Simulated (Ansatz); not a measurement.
# CH₃FSSi: basis-set convergence

One table from this session's results is given with a row withheld; the runs are named, their logs left out.

The runs use Ansatz 0.2.0, Gaussian basis; one geometry, several basis sets.

The runs, in order: PBE0-D4/def2-SVP; ωB97M-V/def2-SVP; PBE0-D4/def2-QZVPP; ωB97M-V/def2-QZVPP; the functionals' def2-TZVPP values are taken from earlier runs.

## The relaxed structure

The geometry comes from an earlier relaxation with PBE0-D4 in a triple-zeta def2 set; it is a stationary point, not always the lowest conformer.

7 atoms, charge 0, spin multiplicity 1.

Atoms are counted from 1 here; the program's logs count them from 0.

Bond lengths: F1–Si2 1.601 Å, Si2–C3 1.872 Å, Si2–H5 1.479 Å, Si2–H6 1.479 Å, C3–S4 1.611 Å, C3–H7 1.093 Å. Angles: F1–Si2–C3 110.5°, F1–Si2–H5 108.3°, F1–Si2–H6 108.4°, C3–Si2–H5 108.9°, C3–Si2–H6 108.9°, H5–Si2–H6 111.9°, Si2–C3–S4 115.8°, Si2–C3–H7 123.7°, S4–C3–H7 120.5°.

Coordinates:

```xyz
7
CH3FSSi
F    -1.7813    0.9842    0.0555
Si   -0.2014    0.7352   -0.0215
C     0.1749   -1.0978    0.0227
S     1.7349   -1.4955   -0.0440
H     0.2969    1.2961   -1.2964
H     0.4300    1.3826    1.1492
H    -0.5927   -1.8728    0.0888
```

Set-up of the first run:

The input, in.yaml:

```yaml
crystal:
  periodic: [false, false, false]
  atoms:
    - {symbol: F, position_ang: [-1.781259, 0.984173, 0.055522]}
    - {symbol: Si, position_ang: [-0.201360, 0.735220, -0.021473]}
    - {symbol: C, position_ang: [0.174891, -1.097850, 0.022746]}
    - {symbol: S, position_ang: [1.734896, -1.495497, -0.043998]}
    - {symbol: H, position_ang: [0.296885, 1.296102, -1.296439]}
    - {symbol: H, position_ang: [0.429961, 1.382630, 1.149227]}
    - {symbol: H, position_ang: [-0.592714, -1.872780, 0.088815]}
basis:
  gaussian: {orbitals: def2-SVP}
hamiltonian: {xc: pbe0, dispersion: d4}
output: {orbitals: {seedname: orbitals}}
```

Launch:

```bash
ansatz run in.yaml --threads 2 --pin off --events-out ev --progress --plain --max-ram 4352MiB
```

Among the steps run: PBE0-D4 in def2-SVP; ωB97M-V in def2-SVP; PBE0-D4 in def2-QZVPP; ωB97M-V in def2-QZVPP.

One table of the session follows, with a row left open; its other results are not shown here.

```
functional       basis  HOMO (eV)  LUMO (eV)
   PBE0-D4    def2-SVP      -6.74      -2.98
   PBE0-D4  def2-TZVPP      -6.85      -3.12
   PBE0-D4  def2-QZVPP      -6.88      -3.16
   ωB97M-V    def2-SVP          ?          ?
   ωB97M-V  def2-TZVPP      -9.03      -0.92
   ωB97M-V  def2-QZVPP      -9.07      -0.98
```

Q: Estimate the row for ωB97M-V, def2-SVP from the others.

As computed: HOMO (eV): -8.89; LUMO (eV): -0.70. In the column «HOMO (eV)» it lies between ωB97M-V, def2-TZVPP (-9.03) and PBE0-D4, def2-QZVPP (-6.88).
